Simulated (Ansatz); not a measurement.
**CH₃GaSe: small, medium and large basis sets**

How large a basis does CH₃GaSe need? Two functionals are run in growing sets.

The runs use Ansatz 0.2.0, Gaussian basis; one geometry, several basis sets.

The runs, in order: PBE0-D4/def2-SVP; ωB97M-V/def2-SVP; PBE0-D4/def2-QZVPP; the functionals' def2-TZVPP values are taken from earlier runs.

1 further run of the same task is left out (it didn't finish).

## (1) Structure used throughout

All runs share one geometry, relaxed beforehand with PBE0-D4 in a triple-zeta def2 set.

6 atoms, charge 0, spin multiplicity 1.

Atoms are counted from 1 here; the program's logs count them from 0.

Bond lengths: C1–Ga2 1.932 Å, C1–Se3 2.044 Å, C1–H4 1.085 Å, C1–H5 1.085 Å, Ga2–Se3 2.284 Å, Ga2–H6 1.533 Å. Angles: Ga2–C1–Se3 70.0°, Ga2–C1–H4 120.7°, Ga2–C1–H5 120.7°, Se3–C1–H4 111.7°, Se3–C1–H5 111.7°, H4–C1–H5 113.1°, C1–Ga2–Se3 57.3°, C1–Ga2–H6 158.5°, Se3–Ga2–H6 144.2°, C1–Se3–Ga2 52.7°.

## (2) PBE0-D4 in def2-SVP

in.yaml

```yaml
crystal:
  periodic: [false, false, false]
  atoms:
    - {symbol: C, position_ang: [-0.101649, -0.241007, -0.785148]}
    - {symbol: Ga, position_ang: [0.115590, 0.649561, 0.915910]}
    - {symbol: Se, position_ang: [0.106250, -1.624626, 0.705477]}
    - {symbol: H, position_ang: [-1.076405, -0.302177, -1.257298]}
    - {symbol: H, position_ang: [0.718143, -0.287634, -1.494081]}
    - {symbol: H, position_ang: [0.238062, 1.805883, 1.915141]}
basis:
  gaussian: {orbitals: def2-SVP}
hamiltonian: {xc: pbe0, dispersion: d4}
output: {orbitals: {seedname: orbitals}}
```

After this run come: ωB97M-V in def2-SVP; PBE0-D4 in def2-QZVPP.

**Question.** What will the summary of the whole plan be? Wanted: PBE0-D4: double and triple zeta above quadruple.

The runs gave:

| quantity | value |
| --- | --- |
| PBE0-D4: double and triple zeta above quadruple | 18.58, 2.61 eV |

What this shows: PBE0-D4 gains 15.97 eV from double to triple zeta, then 2.61 eV more. These are total energies; as a rule much of such shifts cancels in differences, which this series doesn't test.
